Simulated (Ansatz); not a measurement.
**ScAl3: properties at the relaxed cell**

An exercise on one series of results from a longer session: the logs are not shown, and one member is left open.

Program: Ansatz 0.2.0. Level of theory: DFT PBE, scalar-relativistic, plane waves, PAW. These are calculated values, not measurements.

1 further run of the same task is left out (set aside as unsound or not needed).

## Starting point

The structure is cubic, space group Pm-3m (No. 221). The conventional cell has a = 4.105 Å, b = 4.105 Å, c = 4.105 Å, α = 90.00°, β = 90.00°, γ = 90.00°. Sc (site symmetry m-3m) has 12 Al at 2.90 Å as nearest neighbours. Around Al (site symmetry 4/mmm) lie 4 Sc at 2.90 Å and 8 Al at 2.90 Å.

Structure file:

```xyz
4
Lattice="4.1053 0.0000 0.0000 0.0000 4.1053 0.0000 0.0000 0.0000 4.1053" Properties=species:S:1:pos:R:3 pbc="T T T"
Sc    0.0000    0.0000    0.0000
Al    2.0527    0.0000    2.0527
Al    0.0000    2.0527    2.0527
Al    2.0527    2.0527    0.0000
```

It goes back to an entry of the Materials Project.

This cell was relaxed beforehand with the same method: volume 17.30 Å³/atom, gap on the mesh none (metal).

The first run:

File input.yaml:

```yaml
crystal:
  lattice:
    - [4.0638597744, 0.0, 0.0]
    - [0.0, 4.0638597744, 0.0]
    - [0.0, 0.0, 4.0638597744]
  atoms:
    - { symbol: Sc, position: [0.0, 0.0, 0.0] }
    - { symbol: Al, position: [0.5, 0.0, 0.5] }
    - { symbol: Al, position: [0.0, 0.5, 0.5] }
    - { symbol: Al, position: [0.5, 0.5, 0.0] }
basis:
  ecutwfc: 420
kpoints:
  mp_grid: { grid: [10, 10, 10] }
hamiltonian:
  xc: pbe
scf:
  occupations: { method: gaussian, width: 0.1 }
output:
  forces: true
  stress: true
  eigenvalues: true
```

Launch:

```console
$ ansatz run input.yaml --threads 1 --pin off --max-ram 2560MiB --backend cpu --events-out ev --progress --plain --runs-dir out
```

Steps of the session up to this table: Volume × 0.97; The cell scaled to 1.03 of its volume; Volume × 0.94; The cell scaled to 1.06 of its volume; Point at V/V0 = 0.91; Point at V/V0 = 1.10; The cell scaled to 0.88 of its volume.

One of the session's tables, all rows but one given; the rest of the session is left out.

It belongs to the step «Equation of state». 

```
volume (Å³/atom)  energy above the lowest point (meV/atom)  pressure (GPa)
          15.222                                      83.1           14.35
          15.741                                      44.1            9.89
          16.260                                         ?               ?
          16.779                                       4.3            2.80
          17.298                                       0.0           -0.01
          17.816                                       4.1           -2.41
          18.335                                      15.4           -4.45
          19.027                                      39.8           -6.71
```

**Question.** Estimate the row for volume (Å³/atom) = 16.260.

Worked estimate for «energy above the lowest point (meV/atom)». A straight line through the neighbours (15.741, 44.1) and (16.779, 4.3) gives 44.1 + (4.3 − 44.1) × (16.260 − 15.741) / (16.779 − 15.741) = 24.2; a parabola fitted to 4 rows on both sides gives 18.4.

The run gave: energy above the lowest point (meV/atom): 18.4; pressure (GPa): 6.07. In «energy above the lowest point (meV/atom)» the line misses by +5.8 and the parabola by 0.0.
